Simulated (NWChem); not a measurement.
# WO3 (tungsten trioxide) at 4 levels

Aim: a comparison of 4 runs (BLYP/def2-SVPD, PBE/def2-SVPD, SVWN5/def2-SVPD, CCSD(T)/def2-SVPD) of WO3 (tungsten trioxide). 

The calculation is run with NWChem 7.3.0.

### Step 1. The system as given

The species is WO3 (4 atoms), meant as a singlet with charge 0. SMILES: `[O]=[W](=[O])=[O]`. The shape is that of a PBE0-D4/def2-TZVP optimisation.

Bond lengths: O1–W2 1.716 Å, W2–O3 1.716 Å, W2–O4 1.716 Å. Angles: O1–W2–O3 107.5°, O1–W2–O4 107.5°, O3–W2–O4 107.5°.

### Step 2. Energy and forces at BLYP/def2-SVPD (core potential) (run 1)

The input, run.py:

```python
from ase import Atoms
from ase.calculators.nwchem import NWChem

mol = Atoms('OWOO', positions=[
    [-0.237500, 0.265200, 1.555000],
    [-0.366400, -0.283700, -0.065200],
    [1.071700, -1.143300, -0.433900],
    [-0.412200, 1.101500, -1.076300],
])

calc = NWChem(
    label='o3w',
    theory='dft',
    memory='2200 mb',
    basis='def2-SVPD',
    basispar='spherical bse',
    dft={'xc': 'becke88 lyp', 'mult': '1', 'grid': 'fine', 'convergence': 'energy 1e-08', 'iterations': '100', 'mulliken': None},
    **{'ecp bse': {'W library': 'def2-SVPD'}},
)
mol.calc = calc

forces = mol.get_forces()
print("Total energy (eV):", round(mol.get_potential_energy(), 6))
print("forces (eV/A):")
for s, f in zip(mol.symbols, forces):
    print(f"{s:2s} {f[0]:10.5f} {f[1]:10.5f} {f[2]:10.5f}")
print("dipole (e A):", mol.get_dipole_moment().round(4))
```

Launch:

```console
$ export ASE_NWCHEM_COMMAND="nwchem PREFIX.nwi > PREFIX.nwo"
$ python run.py
```

The log of the run:

```text
Total energy (eV): -7964.134513
forces (eV/A):
O     0.35949    0.78861    1.92601
W    -2.40342   -1.69461   -0.38237
O     1.88868   -0.85669   -0.39754
O     0.15529    1.76265   -1.14610
dipole (e A): [-0.8952 -0.6323 -0.1415]
```

The calculator wrote o3w.nwi:

```
title "o3w"

permanent_dir o3w

scratch_dir o3w

start o3w

geometry units angstrom nocenter noautosym noautoz
  O  -2.3749999999999999e-01 2.6519999999999999e-01 1.5549999999999999e+00
  W  -3.6640000000000000e-01 -2.8370000000000001e-01 -6.5199999999999994e-02
  O  1.0717000000000001e+00 -1.1433000000000000e+00 -4.3390000000000001e-01
  O  -4.1220000000000001e-01 1.1014999999999999e+00 -1.0763000000000000e+00
end

memory 2200 mb

basis spherical bse noprint
   * library def2-SVPD
end

dft
  xc becke88 lyp
  mult 1
  grid fine
  convergence energy 1e-08
  iterations 100
  mulliken
end
ecp bse
  W library def2-SVPD
end

task dft gradient
```

o3w.nwo:

```text
Northwest Computational Chemistry Package (NWChem) 7.3.0
             --------------------------------------------------------

           Job information
           ---------------

    nwchem branch   = 7.3.0
    use scalapack   = T
    input           = o3w.nwi
    prefix          = o3w.
    data base       = o3w/o3w.db
    status          = startup
    nproc           =        1

           Memory information
           ------------------

    heap     =     72089600 doubles =      550.0 Mbytes
    stack    =     72089597 doubles =      550.0 Mbytes
    global   =    144179200 doubles =     1100.0 Mbytes (distinct from heap & stack)
    total    =    288358397 doubles =     2200.0 Mbytes
    verify   = yes
    hardfail = no

[... 94 lines left out ...]
  convergence criterion.
[... 35 lines left out ...]
          Spatial weights used:  Erf1
[... 73 lines left out ...]
         Total DFT energy =     -292.676547459170
[... 3 lines left out ...]
 Nuclear repulsion energy =      140.368939023888
[... 802 lines left out ...]
          Convergence on gradient requested:  5.00D-04
[... 22 lines left out ...]
          total energy or number of iterations.
[... 26 lines left out ...]
                         DFT ENERGY GRADIENTS

    atom               coordinates                        gradient
                 x          y          z           x          y          z
   1 O      -0.448810   0.501155   2.938524   -0.006991  -0.015336  -0.037455
   2 W      -0.692396  -0.536115  -0.123210    0.046739   0.032955   0.007436
   3 O       2.025219  -2.160524  -0.819952   -0.036729   0.016660   0.007731
   4 O      -0.778945   2.081533  -2.033912   -0.003020  -0.034278   0.022288

                 ----------------------------------------
                 |  Time  |  1-e(secs)   |  2-e(secs)   |
                 ----------------------------------------
                 |  CPU   |       0.08   |       6.68   |
                 ----------------------------------------
                 |  WALL  |       0.08   |       6.68   |
                 ----------------------------------------

 Task  times  cpu:       44.4s     wall:       44.4s
 Total times  cpu:       44.5s     wall:       44.5s
```

Wall time 46 s (1 thread of Intel Xeon Platinum 8259CL at 2.50GHz (Skylake/Cascade Lake), shared host); peak memory 0.13 GiB.

### Step 3. Energy and gradient at PBE/def2-SVPD (core potential) (run 2)

The input, a.xyz:

```xyz
4

O     -0.237500     0.265200     1.555000
W     -0.366400    -0.283700    -0.065200
O      1.071700    -1.143300    -0.433900
O     -0.412200     1.101500    -1.076300
```

The input, a.nw:

```
start a
memory total 2200 mb

geometry noautosym nocenter noautoz
   load format xyz a.xyz
end

basis "ao basis" spherical bse
   * library def2-SVPD
end

ecp bse
   W library def2-SVPD
end

dft
   xc xpbe96 cpbe96
   grid fine
   convergence energy 1e-08
   maxiter 100
   mulliken
   noprint "final vectors analysis"
end

task dft gradient
```

Launch:

```console
$ nwchem a.nw > a.out
```

The log of the run:

```text
[...]
          Wavefunction type:  closed shell.
          No. of atoms     :     4
          No. of electrons :    38
[...]
          Charge           :     0
          Spin multiplicity:     1
[...]
          AO basis - number of functions:   104
[...]
              XC Information
              --------------
          PerdewBurkeErnzerhof Exchange Functional  1.000
            Perdew 1991 LDA Correlation Functional  1.000 local
           PerdewBurkeErnz. Correlation Functional  1.000 non-local
[...]
 d= 0,ls=0.0,diis     1   -291.7638233947 -4.32D+02  8.63D-02  5.84D+00     3.4
[...]
 d= 0,ls=0.0,diis    12   -292.5217534961 -9.43D-09  3.92D-06  2.79D-07    31.9
         Total DFT energy =     -292.521753496085
      One electron energy =     -702.755598273015
           Coulomb energy =      302.952640589649
    Exchange-Corr. energy =      -33.087734836607
 Nuclear repulsion energy =      140.368939023888
[...]
      Total Density - Mulliken Population Analysis
     ---------------------------------------------
    Atom       Charge   Shell Charges
 -----------   ------   -------------------------------------------------------
    1 O    8     8.57   1.99  1.13  0.77  0.08  2.75  1.63  0.18  0.01  0.02
    2 W   14    12.29   0.04 -0.37  1.90  0.46  0.28  0.01  5.55  0.45  0.02 -0.07  3.64  0.17  0.19
    3 O    8     8.57   1.99  1.13  0.77  0.08  2.75  1.63  0.18  0.01  0.02
    4 O    8     8.57   1.99  1.13  0.77  0.08  2.75  1.63  0.18  0.01  0.02
[...]
  wavefunction    = closed shell
                         DFT ENERGY GRADIENTS
    atom               coordinates                        gradient
                 x          y          z           x          y          z
   1 O      -0.448810   0.501155   2.938524   -0.006647  -0.011811  -0.025937
   2 W      -0.692396  -0.536115  -0.123210    0.037562   0.026487   0.005999
   3 O       2.025219  -2.160524  -0.819952   -0.026984   0.010074   0.004992
   4 O      -0.778945   2.081533  -2.033912   -0.003931  -0.024751   0.014945
[...]
```

It took 40 s on 1 thread of Intel Xeon Platinum 8259CL at 2.50GHz (Skylake/Cascade Lake), shared host; peak memory 0.13 GiB.

### Step 4. Energy and forces at SVWN5/def2-SVPD (core potential) (run 3)

The input, calc.nw:

```
start calc
title "O3W"
memory 2200 mb
charge 0

geometry units au noautosym nocenter noautoz
  O     -0.44880995     0.50115537     2.93852412
  W     -0.69239565    -0.53611530    -0.12321014
  O      2.02521949    -2.16052388    -0.81995217
  O     -0.77894511     2.08153333    -2.03391223
end

basis spherical bse
  * library def2-SVPD
end

ecp bse
  W library def2-SVPD
end

dft
  xc slater vwn_5
  grid fine
  convergence energy 1e-08
  iterations 100
  mulliken
end

task dft gradient
```

Launch:

```console
$ nwchem calc.nw > calc.out
```

The log of the run:

```text
[...]
          Wavefunction type:  closed shell.
          No. of atoms     :     4
          No. of electrons :    38
[...]
          Charge           :     0
          Spin multiplicity:     1
[...]
          AO basis - number of functions:   104
[...]
              XC Information
              --------------
                        Slater Exchange Functional  1.000 local
                      VWN V Correlation Functional  1.000 local
[...]
 d= 0,ls=0.0,diis     1   -290.2496466530 -4.31D+02  8.93D-02  6.13D+00     2.6
[...]
 d= 0,ls=0.0,diis    12   -291.0182745506 -7.21D-09  4.51D-06  4.01D-07    22.6
         Total DFT energy =     -291.018274550550
      One electron energy =     -702.461584166840
           Coulomb energy =      302.601046546474
    Exchange-Corr. energy =      -31.526665812225
 Nuclear repulsion energy =      140.368928882042
[...]
      Total Density - Mulliken Population Analysis
     ---------------------------------------------
    Atom       Charge   Shell Charges
 -----------   ------   -------------------------------------------------------
    1 O    8     8.53   1.99  1.11  0.78  0.08  2.76  1.61  0.17  0.01  0.02
    2 W   14    12.42   0.04 -0.37  1.89  0.47  0.33  0.02  5.51  0.51  0.07 -0.08  3.62  0.20  0.19
    3 O    8     8.53   1.99  1.11  0.78  0.08  2.76  1.61  0.17  0.01  0.02
    4 O    8     8.53   1.99  1.11  0.78  0.08  2.76  1.61  0.17  0.01  0.02
[...]
  wavefunction    = closed shell
                         DFT ENERGY GRADIENTS
    atom               coordinates                        gradient
                 x          y          z           x          y          z
   1 O      -0.448810   0.501155   2.938524   -0.006524  -0.007631  -0.011616
   2 W      -0.692396  -0.536115  -0.123210    0.027054   0.019065   0.004339
   3 O       2.025219  -2.160524  -0.819952   -0.015159   0.001662   0.001533
   4 O      -0.778945   2.081533  -2.033912   -0.005371  -0.013096   0.005743
[...]
```

It took 30 s on 1 thread of Intel Xeon Platinum 8259CL at 2.50GHz (Skylake/Cascade Lake), shared host; peak memory 0.13 GiB.

### Step 5. A single-point energy at CCSD(T)/def2-SVPD (core potential) (run 4)

The input, test.nw:

```
START test
TITLE "O3W energy"
memory total 2200 mb

GEOMETRY noautosym nocenter noautoz
  O       -0.237500       0.265200       1.555000
  W       -0.366400      -0.283700      -0.065200
  O        1.071700      -1.143300      -0.433900
  O       -0.412200       1.101500      -1.076300
END

BASIS spherical bse
  * library def2-SVPD
END

ECP bse
  W library def2-SVPD
END

SCF
  thresh 1e-08
  maxiter 80
END

CCSD
  freeze core 3
  maxiter 60
END

TASK ccsd(t)
```

Launch:

```console
$ nwchem test.nw > test.out
```

The log of the run:

```text
[...]
  functions       =   104
[...]
  wavefunction    = RHF
[...]
         Total SCF energy =   -290.787527172296
      One-electron energy =   -701.622369566168
      Two-electron energy =    270.465903369984
 Nuclear repulsion energy =    140.368939023888
        Time for solution =     44.0s
[...]
 Total MP2 energy:           -291.810141571713359
[...]
             energy      energy      error      ampl     ampl      Block
                                                time     time      time
[...]
 Total CCSD energy:           -291.722633822255716
[...]
 Total CCSD+T(CCSD) energy:           -291.795215686285474
[...]
 Total CCSD(T) energy:                -291.780930309496625
[...]
```

Wall time 10 min (1 thread of Intel Xeon Platinum 8259CL at 2.50GHz (Skylake/Cascade Lake), shared host); peak memory 0.5 GiB.

### Step 6. All runs side by side

| run | level | task | integration grid | energy (Eh) | dipole moment (D) | HOMO energy (eV) | LUMO energy (eV) | wall time |
| --- | --- | --- | --- | --- | --- | --- | --- | --- |
| 1 | BLYP/def2-SVPD (core potential) | gradient | fine | -292.676547 | 5.31 | -7.39 | -5.60 | 46 s |
| 2 | PBE/def2-SVPD (core potential) | gradient | fine | -292.521753 | 5.31 | – | – | 40 s |
| 3 | SVWN5/def2-SVPD (core potential) | gradient | fine | -291.018275 | 5.28 | -7.73 | -5.83 | 30 s |
| 4 | CCSD(T)/def2-SVPD (core potential) | energy | – | -291.780930 | – | -13.10 | -2.40 | 10 min |

### Step 7. Results

```
                                          quantity          value
                               run 4: total energy  -291.78093 Eh
        run 4: HOMO energy (Hartree–Fock orbitals)      -13.10 eV
        run 4: LUMO energy (Hartree–Fock orbitals)       -2.40 eV
      run 4: HOMO–LUMO gap (Hartree–Fock orbitals)       10.71 eV
run 4: correlation energy (3 core orbitals frozen)     -993.4 mEh
                             run 4: (T) correction     -58.30 mEh
```

What this shows: Over runs 1, 2, 3 the dipole moment (its size) runs from 5.28 D (SVWN5/def2-SVPD) to 5.31 D (PBE/def2-SVPD). Totals of different functionals can't be ranked against each other. All runs together took 12 min, the longest 10 min.
